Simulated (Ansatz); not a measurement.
# Sn: a tetragonal deformation path

One table from this session's results is given with a row withheld; the runs are named, their logs left out.

Program: Ansatz 0.2.0. Level of theory: DFT r2SCAN, scalar-relativistic, plane waves, PAW. These are calculated values, not measurements.

3 further runs of the same task are left out: 3 set aside as unsound or not needed.

## The starting structure

Symmetry: I4_1/amd, No. 141, tetragonal system. The conventional cell has a = 5.859 Å, b = 5.859 Å, c = 3.214 Å, α = 90.00°, β = 90.00°, γ = 90.00°. Around Sn (site symmetry -4m2) lie 6 Sn at 3.04 to 3.21 Å.

Structure file:

```xyz
2
Lattice="-2.9294 2.9294 1.6072 2.9294 -2.9294 1.6072 2.9294 2.9294 -1.6072" Properties=species:S:1:pos:R:3 pbc="T T T"
Sn    0.0000    2.9294    0.8036
Sn    0.0000    0.0000    0.0000
```

It goes back to an entry of the Materials Project.

It is the result of an earlier relaxation at this level (volume 27.58 Å³/atom; gap on the mesh: none (metal)).

The first run:

Contents of input.yaml:

```yaml
crystal:
  lattice:
    - [-2.9293956016, 2.9293956016, 1.6072172069]
    - [2.9293956016, -2.9293956016, 1.6072172069]
    - [2.9293956016, 2.9293956016, -1.6072172069]
  atoms:
    - { symbol: Sn, position: [0.75, 0.25, 0.5] }
    - { symbol: Sn, position: [0.0, 0.0, 0.0] }
basis:
  ecutwfc: 500
kpoints:
  mp_grid: { grid: [24, 24, 24] }
hamiltonian:
  xc: r2scan
scf:
  occupations: { method: gaussian, width: 0.15 }
output:
  forces: true
  stress: true
  eigenvalues: true
```

Started as:

```
$ ansatz run input.yaml --threads 1 --pin off --max-ram 2560MiB --backend cpu --events-out ev --progress --plain --runs-dir out
```

Steps of the session up to this table: The undisturbed cell; At ρ = 0.850; Point ρ = 1.200; At ρ = 0.920; ρ = 1.100; At ρ = 0.960.

One table of the session follows, with a row left open; its other results are not shown here.

| ρ | ΔE (meV/atom) | pressure (GPa) |
| --- | --- | --- |
| 0.850 | 102.4 | 1.9 |
| 0.920 | 19.5 | 0.3 |
| 0.960 | ? | ? |
| 1.000 | 0.0 | 0.0 |
| 1.100 | 31.2 | 0.9 |
| 1.200 | 89.3 | 2.6 |

Estimate the missing values for ρ = 0.960.

Worked estimate for «ΔE (meV/atom)». A straight line through the neighbours (0.920, 19.5) and (1.000, 0.0) gives 19.5 + (0.0 − 19.5) × (0.960 − 0.920) / (1.000 − 0.920) = 9.8; a parabola fitted to 4 rows on both sides gives 3.3.

**Answer.** ΔE (meV/atom): 2.6; pressure (GPa): 0.0. In «ΔE (meV/atom)» the line misses by +7.2 and the parabola by +0.7.
